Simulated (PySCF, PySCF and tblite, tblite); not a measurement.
# C4H7BO3: a path driven as rotation about a bond, and NMR exchange, part 2 of 2

PySCF and tblite. Atoms count from 0. Earlier steps stand in the parts before.

### 7 Shieldings, saddle of leg 1: BP86/pcSseg-1

What the job is given:

```
{"job": {"kind": "nmr", "xc": "BP86", "basis": "pcSseg-1", "pop": false}, "charge": 0, "multiplicity": 1}
C     -2.817669    -0.550347    -0.001575
C     -1.686653     0.336322     0.459137
O     -1.860235     1.309527     1.156987
C     -0.350337    -0.085736    -0.015855
C      0.770790     0.535885     0.364331
B      2.220368     0.136117    -0.110288
O      3.328380     0.808157     0.348261
O      2.343096    -0.941280    -0.910574
H     -3.764305    -0.194867     0.396354
H     -2.638782    -1.570456     0.332317
H     -2.856001    -0.552922    -1.089185
H     -0.308522    -0.931628    -0.686751
H      0.654502     1.372127     1.044681
H      3.725537     1.516353    -0.143497
H      3.239828    -1.187251    -1.144344
```

Log:

```text
coarse grid: 13032 points
cycle   1  E = -406.7709762321  dE =  1.133e+00  |g| = 1.336e+00  |ddm| = 3.507e+00
cycle   2  E = -404.1097266683  dE =  2.661e+00  |g| = 3.231e+00  |ddm| = 3.808e+00
cycle   3  E = -406.5589399192  dE = -2.449e+00  |g| = 1.439e+00  |ddm| = 3.444e+00
cycle   4  E = -407.0764722039  dE = -5.175e-01  |g| = 3.211e-01  |ddm| = 1.185e+00
cycle   5  E = -407.0635039960  dE =  1.297e-02  |g| = 3.749e-01  |ddm| = 5.130e-01
cycle   6  E = -407.0997304308  dE = -3.623e-02  |g| = 9.234e-02  |ddm| = 3.697e-01
cycle   7  E = -407.1015963519  dE = -1.866e-03  |g| = 4.298e-02  |ddm| = 9.884e-02
cycle   8  E = -407.1020156869  dE = -4.193e-04  |g| = 1.281e-02  |ddm| = 4.033e-02
cycle   9  E = -407.1020491299  dE = -3.344e-05  |g| = 3.062e-03  |ddm| = 1.333e-02
cycle  10  E = -407.1020502729  dE = -1.143e-06  |g| = 1.831e-03  |ddm| = 3.399e-03
final grid: 127272 points
cycle  11  E = -407.2077243989  dE = -5.270e-05  |g| = 1.044e-02  |ddm| = 3.239e-02
cycle  12  E = -407.2075897818  dE =  1.346e-04  |g| = 2.757e-02  |ddm| = 3.252e-02
cycle  13  E = -407.2077436993  dE = -1.539e-04  |g| = 4.046e-03  |ddm| = 2.708e-02
cycle  14  E = -407.2077471708  dE = -3.471e-06  |g| = 7.578e-04  |ddm| = 3.511e-03
cycle  15  E = -407.2077472555  dE = -8.476e-08  |g| = 3.383e-04  |ddm| = 6.364e-04
cycle  16  E = -407.2077472783  dE = -2.272e-08  |g| = 8.465e-05  |ddm| = 3.368e-04
cycle  17  E = -407.2077472796  dE = -1.360e-09  |g| = 2.789e-05  |ddm| = 8.540e-05
cycle  18  E = -407.2077472798  dE = -1.597e-10  |g| = 1.438e-05  |ddm| = 3.240e-05
converged SCF energy = -407.2077472798

GIAO shielding tensors (ppm)
atom      isotropic    diamagn.    paramagn.     s11        s22        s33       span
  0 C      146.928     252.833    -105.905    127.457    129.326    184.001     56.544
  1 C      -15.379     247.606    -262.984    -97.583    -43.917     95.363    192.946
  2 O     -314.960     401.566    -716.526   -923.443   -383.272    361.835   1285.278
  3 C       33.644     260.923    -227.279    -77.471     44.371    134.032    211.503
  4 C       38.899     257.411    -218.512    -60.698      5.085    172.310    233.008
  5 B       68.876     194.541    -125.664     57.848     64.038     84.743     26.895
  6 O      248.012     385.504    -137.493    186.658    251.708    305.670    119.013
  7 O      180.972     388.384    -207.412     55.469    234.655    252.792    197.323
  8 H       29.716      27.652       2.064     26.772     28.285     34.091      7.319
  9 H       29.252      29.940      -0.688     26.561     29.145     32.050      5.489
 10 H       29.291      29.910      -0.618     26.573     29.053     32.248      5.675
 11 H       24.563      35.905     -11.342     19.941     23.274     30.474     10.533
 12 H       24.690      33.409      -8.720     22.106     23.779     28.185      6.079
 13 H       29.395      30.596      -1.201     23.114     23.634     41.436     18.321
 14 H       27.101      29.458      -2.357     22.937     23.133     35.233     12.296
```

Run time: 20 s. Hardware: 1 thread of AMD EPYC 9R45, shared host; peak memory 0.64 GiB.

In short: HOMO -5.68 eV, LUMO -3.03 eV; dipole 3.87 D.

The fields below are evaluated on a grid from the run's orbitals.

Frontier orbitals at BP86/pcSseg-1, with the share of their density that lies nearest to each atom:

```
orbital  energy (eV)                                   lies on
   HOMO        -5.68            O2 67 %; C0, C3 about 9 % each
   LUMO        -3.03  C4 23 %; C1, C3 about 16 % each; O2 16 %
```

ELF in a plane through or near 12 of the atoms.

Ten even steps from ' ' (0.00) to '@' (1.00):
```
                                                        
                                                        
                                                        
                      ..::    ::++++++--..              
                    ::%%@@--  ==%%%%%%##==              
            ..::..  ==@@@@##  ++@@++%%%%++              
        ..--++++==  --@@@@@@  ::%%--####::              
        --**%%%%**  --%%@@**..  **%%##..  ::##==        
        --##++**%%--%%++**##++**==@@====**@@@@@@==      
        ::**%%%%++  %%%%--@@::==%%--%%**##@@@@@@++      
        ::==++==..====##++**--::**==##==--@@@@%%::      
          ..  ..****--....**@@@@::  ==::--++++::        
            ++##**--##::  @@@@@@==  ::++++::            
          ++@@@@%%**%%++  ##@@@@::    ::::..            
          **@@@@##%%%%**  ::@@%%                        
          ..%%**--==++--    ..                          
            ....  ....                                  
                                                        
                                                        
                                                        
```
The map spans 12.9 Å across and 8.9 Å up, centred on the molecule. Atoms in the plane (x, y in Å): C0 (2.9, -0.3), C1 (1.7, 0.6), O2 (1.8, 1.8), C3 (0.4, -0.1), C4 (-0.8, 0.6), B5 (-2.2, -0.1), O6 (-3.4, 0.7), O7 (-2.3, -1.4), H8 (3.8, 0.3), H11 (0.4, -1.1), H12 (-0.7, 1.7), H14 (-3.2, -1.8).

log10 of the density (e/Å³) in the same plane.

Values, 10 rows by 14 columns:
```
-4.0 -4.0 -4.0 -4.0 -4.0 -4.0 -4.0 -4.0 -4.0 -4.0 -4.0 -4.0 -4.0 -4.0
-4.0 -4.0 -4.0 -4.0 -4.0 -3.6 -3.2 -3.1 -2.3 -2.2 -3.2 -4.0 -4.0 -4.0
-4.0 -4.0 -3.3 -2.3 -2.4 -1.9 -1.3 -1.6 -0.3 -0.1 -1.5 -3.5 -4.0 -4.0
-4.0 -3.4 -1.6 -0.6 -1.0 -1.0  0.1 -1.0  0.4  0.7 -1.2 -2.3 -3.2 -4.0
-4.0 -2.8 -0.9  0.8  0.1 -0.1  1.1  0.0  0.3  0.3 -0.4 -0.6 -2.0 -3.9
-4.0 -3.2 -1.5 -0.4 -0.1 -0.1 -0.2  1.0 -0.1  0.0  0.9 -0.5 -2.0 -3.9
-4.0 -4.0 -2.6 -0.8  0.6  0.2 -1.2  0.1 -1.0 -0.9 -0.4 -1.6 -2.7 -4.0
-4.0 -4.0 -2.8 -0.7  0.0 -0.4 -1.8 -1.4 -2.0 -2.0 -1.8 -2.5 -3.6 -4.0
-4.0 -4.0 -3.8 -2.2 -1.8 -1.9 -3.1 -3.1 -3.4 -3.3 -3.2 -3.8 -4.0 -4.0
-4.0 -4.0 -4.0 -4.0 -4.0 -4.0 -4.0 -4.0 -4.0 -4.0 -4.0 -4.0 -4.0 -4.0
```
The map spans 12.9 Å across and 8.9 Å up, centred on the molecule. Atoms in the plane (x, y in Å): C0 (2.9, -0.3), C1 (1.7, 0.6), O2 (1.8, 1.8), C3 (0.4, -0.1), C4 (-0.8, 0.6), B5 (-2.2, -0.1), O6 (-3.4, 0.7), O7 (-2.3, -1.4), H8 (3.8, 0.3), H11 (0.4, -1.1), H12 (-0.7, 1.7), H14 (-3.2, -1.8).

On the surface of density 0.002 e/bohr³ the electrostatic potential runs, from the 1st to the 99th percentile, from -1.74 V near O2 to 2.52 V near H13.

### 8 Shieldings, end: BP86/pcSseg-1

What the job is given:

```
{"job": {"kind": "nmr", "xc": "BP86", "basis": "pcSseg-1", "pop": false}, "charge": 0, "multiplicity": 1}
C     -2.798102    -0.519523    -0.131369
C     -1.635429     0.348641     0.280031
O     -1.767331     1.344902     0.955233
C     -0.319778    -0.118879    -0.209339
C      0.811828     0.535133     0.069208
B      2.247080     0.096003    -0.413435
O      3.368138     0.812744    -0.130329
O      2.374331    -1.035126    -1.135715
H     -3.727526    -0.122479     0.267822
H     -2.643477    -1.531851     0.236715
H     -2.853602    -0.560661    -1.217483
H     -0.300238    -1.018636    -0.806227
H      0.706049     1.431165     0.674249
H      3.246918     1.609546     0.382935
H      3.276956    -1.233422    -1.389146
```

Log:

```text
coarse grid: 13032 points
cycle   1  E = -406.7967143037  dE =  1.123e+00  |g| = 1.316e+00  |ddm| = 3.509e+00
cycle   2  E = -405.5081210523  dE =  1.289e+00  |g| = 2.811e+00  |ddm| = 4.914e+00
cycle   3  E = -407.0299954769  dE = -1.522e+00  |g| = 6.325e-01  |ddm| = 4.402e+00
cycle   4  E = -407.1142549628  dE = -8.426e-02  |g| = 1.487e-01  |ddm| = 6.634e-01
cycle   5  E = -407.1165384057  dE = -2.283e-03  |g| = 8.610e-02  |ddm| = 1.627e-01
cycle   6  E = -407.1181105777  dE = -1.572e-03  |g| = 1.948e-02  |ddm| = 8.650e-02
cycle   7  E = -407.1181773724  dE = -6.679e-05  |g| = 1.167e-02  |ddm| = 2.282e-02
cycle   8  E = -407.1182112354  dE = -3.386e-05  |g| = 2.616e-03  |ddm| = 1.019e-02
cycle   9  E = -407.1182140990  dE = -2.864e-06  |g| = 6.061e-04  |ddm| = 2.941e-03
final grid: 127272 points
cycle  10  E = -407.2238966043  dE = -6.252e-05  |g| = 8.773e-03  |ddm| = 3.539e-02
cycle  11  E = -407.2238081979  dE =  8.841e-05  |g| = 2.274e-02  |ddm| = 2.527e-02
cycle  12  E = -407.2239097205  dE = -1.015e-04  |g| = 3.590e-03  |ddm| = 2.200e-02
cycle  13  E = -407.2239123511  dE = -2.631e-06  |g| = 6.403e-04  |ddm| = 3.579e-03
cycle  14  E = -407.2239124579  dE = -1.069e-07  |g| = 2.883e-04  |ddm| = 6.418e-04
cycle  15  E = -407.2239124287  dE =  2.920e-08  |g| = 7.904e-05  |ddm| = 2.573e-04
cycle  16  E = -407.2239124302  dE = -1.436e-09  |g| = 2.833e-05  |ddm| = 8.204e-05
cycle  17  E = -407.2239124304  dE = -1.758e-10  |g| = 9.914e-06  |ddm| = 2.942e-05
converged SCF energy = -407.2239124304

GIAO shielding tensors (ppm)
atom      isotropic    diamagn.    paramagn.     s11        s22        s33       span
  0 C      147.056     252.967    -105.911    128.175    128.895    184.099     55.924
  1 C      -15.225     248.107    -263.332    -97.789    -43.768     95.884    193.673
  2 O     -307.692     402.640    -710.331   -906.808   -380.555    364.288   1271.097
  3 C       35.117     260.505    -225.388    -74.900     44.619    135.633    210.533
  4 C       42.186     259.583    -217.397    -55.815      9.876    172.498    228.313
  5 B       71.613     195.822    -124.209     57.169     68.965     88.705     31.537
  6 O      196.395     385.216    -188.822     79.553    251.920    257.711    178.158
  7 O      218.324     387.287    -168.963    115.415    258.794    280.763    165.348
  8 H       29.699      27.851       1.848     26.727     28.279     34.090      7.364
  9 H       29.265      30.130      -0.865     26.536     29.068     32.190      5.653
 10 H       29.266      29.716      -0.450     26.560     29.022     32.215      5.655
 11 H       24.618      35.842     -11.224     20.084     23.232     30.540     10.456
 12 H       24.949      35.026     -10.078     22.471     24.031     28.344      5.873
 13 H       27.237      32.474      -5.238     22.000     24.172     35.538     13.538
 14 H       27.605      28.719      -1.114     22.284     23.879     36.652     14.367
```

Run time: 16 s. Hardware: 1 thread of AMD EPYC 9R45, shared host; peak memory 0.59 GiB.

Key values: HOMO -5.78 eV, LUMO -3.03 eV; dipole 2.02 D.

### 9 Kinetics and line shapes

What the job is given:

```
{"job": {"smiles": "CC(=O)/C=C/B(O)O", "charge": 0, "mult": 1, "motion": "rotation", "what": "boronate", "atoms": [5, 6], "drives": [{"terms": [["t", [4, 5, 6, 13], 0.5], ["t", [7, 5, 6, 13], 0.5]], "by": 180, "n": 12}], "study": "path", "level": {"kind": "nmr", "xc": "BP86", "basis": "pcSseg-1"}, "fields": [60, 90, 270], "first": 2, "seed": 248, "kind": "path"}, "charge": 0, "multiplicity": 1}
C     -2.822008    -0.596302    -0.154277
C     -1.717603     0.326772     0.301316
O     -1.921568     1.298818     0.992317
C     -0.370047    -0.061406    -0.168693
C      0.726403     0.629165     0.158108
B      2.182958     0.266787    -0.307630
O      3.193282     1.057151     0.122587
O      2.354093    -0.812000    -1.111620
H     -3.782037    -0.252889     0.221433
H     -2.625631    -1.602935     0.209634
H     -2.843862    -0.628326    -1.241776
H     -0.299769    -0.938843    -0.795403
H      0.589398     1.498151     0.790321
H      4.083267     0.840824    -0.158213
H      3.248711    -1.016979    -1.386284
```

Log:

```text
stationary points (kcal/mol above the start)
  n  kind          group   xTB      DFT    lowest mode
  0  minimum      Cs       0.00     0.00      30.6
  1  saddle       C1       8.24     7.00    -636.7
  2  minimum      Cs      -1.83    -3.19      33.1

GFN2-xTB energies: T/K, barrier G, reaction G (kcal/mol), k forward, k back (1/s)
 150.00     7.14    -1.64        244       1.01
 200.00     7.14    -1.63    1.3e+05   2.14e+03
 250.00     7.15    -1.63   5.87e+06   2.22e+05
 298.15     7.16    -1.62   7.01e+07   4.56e+06
 350.00     7.18    -1.61   4.79e+08   4.74e+07
 400.00     7.21    -1.60   1.93e+09   2.58e+08
 500.00     7.28    -1.57   1.37e+10   2.83e+09

BP86/pcSseg-1 + D3(BJ) energies: T/K, barrier G, reaction G (kcal/mol), k forward, k back (1/s)
 150.00     5.91    -3.00   1.54e+04      0.659
 200.00     5.91    -2.99   2.92e+06   1.56e+03
 250.00     5.91    -2.99   7.05e+07   1.72e+05
 298.15     5.93    -2.98   5.64e+08   3.68e+06
 350.00     5.95    -2.97   2.83e+09   3.96e+07
 400.00     5.97    -2.96   9.11e+09    2.2e+08
 500.00     6.04    -2.93   4.75e+10   2.49e+09
```

It took 58 s on 1 thread of AMD EPYC 9R45, shared host; peak memory 0.65 GiB. This counts the whole study up to here.

Barriers by level (kcal/mol; entropies in cal/(mol K)). Zero-point and thermal terms come from xTB in every row. ΔG‡ leaves symmetry out; the rate counts equivalent paths (a factor of 2); effective ΔG‡, where given, is the barrier that would give that rate by Eyring's equation alone:

```
                 level   ΔE‡  with zero-point   ΔH‡   ΔS‡  ΔG‡ (298 K)  ΔE of reaction  k at 298 K (1/s)  effective ΔG‡
              GFN2-xTB  8.24             7.16  7.10  -0.2         7.16           -1.83             7e+07           6.75
BP86/pcSseg-1 + D3(BJ)  7.00             5.93  5.86  -0.2         5.93           -3.19           5.6e+08           5.51
```

Sites that the driver pairs across this motion, and where their lines would merge (no couplings; faster rotations, inversion at nitrogen or exchange between molecules can average them sooner):

```
nucleus        sites: shielding (ppm)  proton frequency (MHz)  spread (Hz)  coalescence (K)  lines at 298 K
     1H  H14: 28.44; H14 (end): 27.61                     270          225        not given               –
     1H  H13: 28.05; H13 (end): 27.24                     270          219        not given               –
    17O    O7: 213.0; O7 (end): 218.3                     270          195        not given               –
    13C      C4: 39.3; C4 (end): 42.2                     270          194        not given               –
    17O    O6: 198.9; O6 (end): 196.4                     270           91        not given               –
     1H  H12: 24.62; H12 (end): 24.95                     270           89        not given               –
    17O  O2: -309.9; O2 (end): -307.7                     270           81        not given               –
    11B      B5: 72.5; B5 (end): 71.6                     270           78        not given               –
```

A dash: the driver gave no coalescence for this row (it judged the minor form too scarce).

Rows that set an atom against itself at the end compare its shielding in the two forms.

Lines of quadrupolar nuclei are broad, so their coalescence could hardly be seen.

### 10 Summary of results

This closing draws on all 2 parts.

| quantity | value |
| --- | --- |
| barrier (BP86/pcSseg-1 + D3(BJ)) | ΔE‡ 7.0, ΔG‡(298 K) 5.9 kcal/mol |
| barrier (GFN2-xTB) | ΔE‡ 8.2 kcal/mol |
| rate at 298 K | 5.6e+08 s⁻¹ |
| end of the path | -3.2 kcal/mol from the start |

The barrier is 7.0 kcal/mol at the DFT level (xTB: 8.2); with thermal terms and the count of paths the DFT value gives a rate of 5.6e+08 s⁻¹ at 298 K. An error of 1.4 kcal/mol changes that rate tenfold.
